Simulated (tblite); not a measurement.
# C5H11BO2S: the cost of one run

The runs use tblite 0.8.0 and PySCF 2.14.0, with density-fitted response routines of our own; the level of theory stands in each step. All values are computed, except where a source is named. Atoms count from 0, in the outputs and in this text.

### Step 1. The molecule as given

20 atoms, charge 0, multiplicity 1; geometry from: force field or distance geometry start.

Bonds of the start (Å): B0–S1 1.82, S1–C2 1.77, S1–C3 1.76, C3–C4 1.48, C4–O5 1.27, C4–C6 1.48, C6–C7 1.49, C6–O8 1.28, B0–H9 1.22, B0–H10 1.20, B0–H11 1.16, C2–H12 1.10, C2–H13 1.11, C2–H14 1.10, C3–H15 1.10, C3–H16 1.12, C7–H17 1.11, C7–H18 1.10, C7–H19 1.10.

### Step 2. Optimising the geometry with GFN2-xTB

What the job is given:

```
{"job": {"kind": "relax", "xc": "GFN2-xTB", "basis": "xTB"}, "charge": 0, "multiplicity": 1}
B     -2.106100     1.346100    -1.200000
S     -1.780500     0.388100     0.317300
C     -2.421500    -1.263700     0.278300
C     -0.125900     0.470200     0.900100
C      0.886400    -0.039600    -0.050900
O      0.579000    -0.480900    -1.199400
C      2.290900     0.020800     0.404300
C      3.372400    -0.461200    -0.498900
O      2.567100     0.468700     1.568600
H     -3.317200     1.451800    -1.288900
H     -1.694600     2.469600    -1.116300
H     -1.646000     0.831000    -2.137400
H     -3.195600    -1.311400    -0.503600
H     -2.828500    -1.502000     1.278500
H     -1.593500    -1.948400     0.045600
H      0.178300     1.484500     1.199800
H     -0.047300    -0.185300     1.810000
H      3.783700    -1.448100    -0.206300
H      2.921800    -0.573100    -1.501300
H      4.171900     0.293600    -0.512400
```

Command:

```
> OMP_NUM_THREADS=1 python probes_run.py task.json out
```

The driver reads the jobs from task.json and runs them one after another.

Q: Estimate the wall time and peak memory of this first job on 1 thread of Arm Neoverse N1, shared host.

About 2.9 s, with a peak of 0.18 GiB.
